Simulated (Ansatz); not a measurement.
# Al2Ga: the cost of one run

Program: Ansatz 0.2.0, Gaussian basis. Level of theory: cc-pVTZ, core rule «outside noble gas», up to 24 orbitals frozen. These are calculated values, not measurements.

Plan: UHF; CCSD(T) on RHF; CCSD(T) on UHF; BCCD(T) on RHF; CCSDT(Q) on RHF; CCSDT(Q) on UHF; CASSCF and MRCISD+Q, 8 electrons in 12 orbitals; CASSCF and NEVPT2, 8 electrons in 12 orbitals.

5 further runs of the same task are left out: 5 set aside as unsound or not needed.

**1. The system**

The geometry is a PBE0/def2-TZVP stationary point (not a proven minimum) of the parent state, kept for this charge and spin. No spin-orbit coupling is included. The filled d shell of Ga may be among the frozen orbitals whatever the setting's name suggests; the logs give the count.

3 atoms, charge 1, spin multiplicity 1.

Atoms are counted from 1 here; the program's logs count them from 0.

Bond lengths: Al1–Al2 2.534 Å, Al1–Ga3 2.493 Å, Al2–Ga3 2.493 Å. Angles: Al2–Al1–Ga3 59.5°, Al1–Al2–Ga3 59.5°, Al1–Ga3–Al2 61.1°.

As a file:

```xyz
3
charge 1, multiplicity 1
Al    0.0000   -1.2668    1.2100
Al    0.0000    1.2668    1.2100
Ga    0.0000    0.0000   -0.9365
```

**2. UHF**

in.yaml

```yaml
crystal:
  periodic: [false, false, false]
  atoms:
    - {symbol: Al, position_ang: [0.000000, -1.266803, 1.210044]}
    - {symbol: Al, position_ang: [0.000000, 1.266805, 1.210043]}
    - {symbol: Ga, position_ang: [0.000000, -0.000001, -0.936530]}
basis:
  gaussian: {orbitals: cc-pVTZ}
total_charge: 1
magnetization: {spin_polarized: true, initial_magnetization: 0}
hamiltonian: {xc: hf}
output: {orbitals: {seedname: orbitals}}
```

Started as:

```
> ansatz run in.yaml --threads 1 --pin off --events-out ev --progress --plain --max-ram 4096MiB --backend cpu
```

What time and memory should one allow on 1 thread of AMD EPYC 7R13, shared host?

About 22 s, with a peak of 0.31 GiB.
